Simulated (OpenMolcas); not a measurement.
# Er³⁺ among point charges: CASSCF levels and susceptibility

Aim: the splitting of the states of Er³⁺ in the field of 2 point charges, its lowest levels with spin-orbit coupling and its magnetic susceptibility.

Program: OpenMolcas 26.06. Level of theory: state-averaged CASSCF, spin-orbit coupling by RASSI with atomic mean-field integrals. These are calculated values, not measurements, unless marked.

## Step 1: Starting point

| Quantity | Value |
| --- | --- |
| Species | Er³⁺ (erbium, Z = 68, 65 electrons) |
| Basis | ANO-RCC-VDZP [7s6p4d2f1g], 68 functions |
| Scalar Hamiltonian | DKH2, point nucleus |
| Inactive shells | 1s 2s 2p 3s 3p 3d 4s 4p 4d 5s 5p |
| Active space | 11 electrons in 7 orbitals (4f) |
| Some configurations of this space | 4f¹¹ |
| Orbitals | optimised for the highest spin of each parity, averaged over all roots |

Outer shells as boxes (Hund's rule):

4f11
```
4f [↑↓][↑↓][↑↓][↑↓][↑ ][↑ ][↑ ]
```

The ion sits among 2 point charges of -2 e arranged as a linear pair (D∞h), 2.73 Å from the ion.

The work runs as a chain of OpenMolcas steps in one folder; each step below is one input file. Labels, J, g values, rates, χT and fits are worked out afterwards by a script from the matrices that RASSI stores. The input lists half of the charges; inversion (Group=XYZ) makes the rest.

## Step 2: GATEWAY and SEWARD: basis and integrals

a.inp

```
&GATEWAY
Coord
1

Er 0.0 0.0 0.0
Basis=ANO-RCC-VDZP
Group=XYZ
NoMove
AngMom=0.0 0.0 0.0
AMFI
XField
1 Angstrom 0
0.000000 0.000000 2.730000 -2.000000
&SEWARD
```

Command:

```
$ OMP_NUM_THREADS=1 MOLCAS_MEM=2252 MOLCAS_PROJECT=a pymolcas a.inp > a.log
```

## Step 3: CASSCF: quartets of odd parity, 35 roots

a.inp

```
&RASSCF
FileOrb=start.orb
Symmetry=2
Spin=4
nActEl=11 0 0
Inactive=15 12
Ras2=0 7
CIRoot=35 35 1
SDav=35
CIMx=300
Iter=120 100
PrWF=0.3
OrbListing=Nothing
MaxOrb=0
>>> COPY $Project.JobIph JOB001
```

start.orb holds the contracted functions of the basis, ordered by shell, or the orbitals of the step before.

## Step 4: CASSCF: doublets of odd parity, 112 roots

a.inp

```
&RASSCF
FileOrb=start.orb
Symmetry=2
Spin=2
nActEl=11 0 0
Inactive=15 12
Ras2=0 7
CIRoot=112 112 1
SDav=112
CIMx=300
Iter=120 100
PrWF=0.3
OrbListing=Nothing
MaxOrb=0
CIOnly
>>> COPY $Project.JobIph JOB002
```

## Step 5: State interaction with spin-orbit coupling

a.inp

```
&RASSI
NrOfJobIphs=2 30 65
1 2 3 4 5 6 7 8 9 10 11 12 13 14 15 16 17 18 19 20 21 22 23 24 25 26 27
28 29 30
1 2 3 4 5 6 7 8 9 10 11 12 13 14 15 16 17 18 19 20 21 22 23 24 25 26 27
28 29 30 31 32 33 34 35 36 37 38 39 40 41 42 43 44 45 46 47 48 49 50 51
52 53 54 55 56 57 58 59 60 61 62 63 64 65
IphNames
JOB001
JOB002
EJob
SpinOrbit
DIPRint=1.0
SOCoupling=1000.0
Subsets=2
Property=9
'ANGMOM' 1 'ANGMOM' 2 'ANGMOM' 3 'MLTPL  1' 1 'MLTPL  1' 2 'MLTPL  1' 3
'AMFI' 1 'AMFI' 2 'AMFI' 3
SOProperty=3
'ANGMOM' 1 'ANGMOM' 2 'ANGMOM' 3
```

**Question.** What will these runs give? Wanted: spin-free ground state; first state of the same spin within the active space; lowest level; next level.

The runs gave:

```
                                            quantity                               value
                                              method                              CASSCF
                              spin-free ground state  4Sigma, 1-fold in its orbital part
first state of the same spin within the active space                      4Pi at 25 cm⁻¹
                                        lowest level        2-fold, g = 1.20, 9.58, 9.58
                                          next level                           31.2 cm⁻¹
                                         χT at 300 K                     11.34 cm³ K/mol
                           effective moment at 300 K                             9.52 μB
```

In words: The spin-free ground state (4Sigma) comes to 100 % from free-ion I terms and keeps the highest spin of the shell. The doublets rest on orbitals optimised for another spin in at least one step, which raises them against the optimised states. Not all states of the active space went into the spin-orbit step. High states of lower spin are left out of the spin-orbit mixing, and CASSCF puts spin-flip levels too high. Point charges carry no covalency, so the field is a model and not that of real ligands.
